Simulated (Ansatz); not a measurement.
# SnTe (SMILES [Sn][Te]) at revPBE/STO-3G

Aim: the vertical electron affinity of SnTe at revPBE/STO-3G, from 2 runs. 

The calculation is run with Ansatz 0.2.0.

48 further runs of the same task are left out: 11 that didn't finish, 37 set aside as unsound or not needed.

**1. Starting point**

The species is SnTe (2 atoms), meant as a singlet with charge 0. SMILES: `[Sn][Te]`. The shape comes from GFN2-xTB, which is rough for such elements, and wasn't checked as a minimum.

Bond lengths: Sn1–Te2 2.537 Å.

**2. A single-point energy at revPBE/STO-3G**

The input, job.yaml:

```yaml
crystal:
  periodic: [false, false, false]
  atoms:
    - {symbol: Sn, position_ang: [0.000000, 0.000000, 0.000000]}
    - {symbol: Te, position_ang: [0.000000, 0.000000, 2.536770]}
basis:
  gaussian: {orbitals: STO-3G}
hamiltonian: {xc: {name: revPBE}}
accuracy: high
```

The run is started by

```sh
$ ansatz run job.yaml --threads 1 --pin off --max-ram 2610MiB --events-out events.jsonl --progress --plain --runs-dir runs
```

What it wrote:

```text
Warning: RAYON_NUM_THREADS=1 ignored (pool sized by the plan → 1); use --threads N
Functional definition: revPBE
  name "revPBE"
  parameter kappa = 1.245
  parameter beta = 0.06672455060314922
  exchange = pbe_x(kappa = kappa, mu = beta*pi^2/3)
  correlation = pbe_c(beta = beta)
827 factors; integrals over basis functions are off by at most 4.7e-9 eV
mean field evaluation 1: about -340517.0207 eV, gradient 1.9e1 eV
mean field evaluation 2: about -340468.0160 eV, gradient 7.3e1 eV
mean field evaluation 4: about -340520.1822 eV, gradient 5.0e0 eV
mean field evaluation 8: about -340520.3356 eV, gradient 8.0e-2 eV
mean field evaluation 16: about -340520.3357 eV, gradient 8.3e-7 eV
mean field -340520.33567121 eV, -12513.8915229436 hartree, gradient 2.1e-9 eV, S^2 0.000000; 0 other end points of the search recorded, 0 dependent functions left out
reference -340520.33567349 eV, -12513.8915230271 hartree; 51, 51 occupied and 3, 3 virtual orbitals, 827 factors
Total energy: -340520.33567349 eV, -12513.8915230271 hartree
```

It took 1.1 s on 1 thread of AMD EPYC 9R45 (Zen 5), shared host; peak memory 0.14 GiB.

**3. The doublet anion**

The input, in.yaml:

```yaml
crystal:
  periodic: [false, false, false]
  atoms:
    - {symbol: Sn, position_ang: [0.000000, 0.000000, 0.000000]}
    - {symbol: Te, position_ang: [0.000000, 0.000000, 2.536770]}
basis:
  gaussian:
    orbitals: STO-3G
total_charge: -1
magnetization:
  spin_polarized: true
  initial_magnetization: 1
hamiltonian:
  xc: {name: revPBE}
accuracy: high
```

The run is started by

```sh
$ ansatz run in.yaml --threads 1 --pin off --max-ram 2610MiB --events-out events.jsonl --progress --plain --runs-dir runs
```

What it wrote:

```text
Warning: RAYON_NUM_THREADS=1 ignored (pool sized by the plan → 1); use --threads N
Functional definition: revPBE
  name "revPBE"
  parameter kappa = 1.245
  parameter beta = 0.06672455060314922
  exchange = pbe_x(kappa = kappa, mu = beta*pi^2/3)
  correlation = pbe_c(beta = beta)
827 factors; integrals over basis functions are off by at most 4.7e-9 eV
mean field evaluation 1: about -340516.5827 eV, gradient 5.2e0 eV
mean field evaluation 2: about -340512.0249 eV, gradient 2.1e1 eV
mean field evaluation 4: about -340517.0201 eV, gradient 6.9e-1 eV
mean field evaluation 8: about -340517.0398 eV, gradient 3.2e-1 eV
mean field evaluation 16: about -340510.9544 eV, gradient 8.6e0 eV
mean field -340517.04432787 eV, -12513.7705683066 hartree, gradient 5.8e-8 eV, S^2 0.754763; 1 other end points of the search recorded, 0 dependent functions left out
reference -340517.04433014 eV, -12513.7705683903 hartree; 52, 51 occupied and 2, 3 virtual orbitals, 827 factors
Total energy: -340517.04433014 eV, -12513.7705683903 hartree
```

It took 2.1 s on 1 thread of AMD EPYC 9R45 (Zen 5), shared host; peak memory 0.17 GiB.

**4. Results**

Level: revPBE/STO-3G.

| quantity | value |
| --- | --- |
| singlet SnTe: total energy | -12513.89152 Eh |
| doublet anion: total energy | -12513.77057 Eh |
| doublet anion: ⟨S²⟩ | 0.755 |
| vertical electron affinity (to the doublet anion) | -3.291 eV |

What this shows: The anion lies 3.29 eV (76 kcal/mol) above the neutral: the electron isn't bound at this level, and such a value depends on the basis. Without diffuse functions anions come out too high. In a minimal basis such a difference can be off by several eV, whatever the method. Relativity is left out (singlet SnTe) although the molecule holds a heavy atom. Relativity is left out (doublet anion) although the molecule holds a heavy atom.
